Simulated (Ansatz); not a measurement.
# Ti3SbP: the cost of one run

Method: DFT PBE, scalar-relativistic, plane waves, PAW, in Ansatz 0.2.0.

**1. Starting point**

Symmetry: Pm-3m, No. 221, cubic system. Conventional cell: a = 4.362 Å, b = 4.362 Å, c = 4.362 Å, α = 90.00°, β = 90.00°, γ = 90.00°. Around Ti (site symmetry 4/mmm) lie 2 P at 2.18 Å. Sb (site symmetry m-3m) is surrounded by 12 Ti at 3.08 Å. P (site symmetry m-3m) has 6 Ti at 2.18 Å as nearest neighbours.

As a file:

```
CELL_PARAMETERS angstrom
4.36225 0.00000 0.00000
0.00000 4.36225 0.00000
0.00000 0.00000 4.36225
ATOMIC_POSITIONS crystal
Ti 0.00000 0.50000 0.50000
Ti 0.50000 0.00000 0.50000
Ti 0.50000 0.50000 0.00000
Sb 0.00000 0.00000 0.00000
P 0.50000 0.50000 0.50000
```

The cell is invented: species swapped into a database cell of GdBPd3 (Pm-3m, No. 221), with Sb on the Gd sites, P on the B sites and Ti on the Pd sites. Lengths come from tabulated atomic sizes and are only a guess.

**2. The guess as it stands, on a coarse mesh**

The input, input.yaml:

```yaml
crystal:
  lattice:
    - [4.36224596, 0.0, 0.0]
    - [0.0, 4.36224596, 0.0]
    - [0.0, 0.0, 4.36224596]
  atoms:
    - { symbol: Ti, position: [0.0, 0.5, 0.5] }
    - { symbol: Ti, position: [0.5, 0.0, 0.5] }
    - { symbol: Ti, position: [0.5, 0.5, 0.0] }
    - { symbol: Sb, position: [0.0, 0.0, 0.0] }
    - { symbol: P, position: [0.5, 0.5, 0.5] }
basis:
  ecutwfc: 420
kpoints:
  mp_grid: { grid: [4, 4, 4] }
hamiltonian:
  xc: pbe
scf:
  occupations: { method: gaussian, width: 0.1 }
  lower_state_search: "off"
output:
  forces: true
  stress: true
  eigenvalues: true
```

On the command line:

```bash
$ ansatz run input.yaml --threads 1 --pin off --max-ram 2048MiB --backend cpu --events-out ev --progress --plain --runs-dir out
```

Q: Estimate wall time and peak memory on 1 thread of Intel Xeon 6975P-C (Granite Rapids), shared host.

About 1.1 s, with a peak of 0.38 GiB.
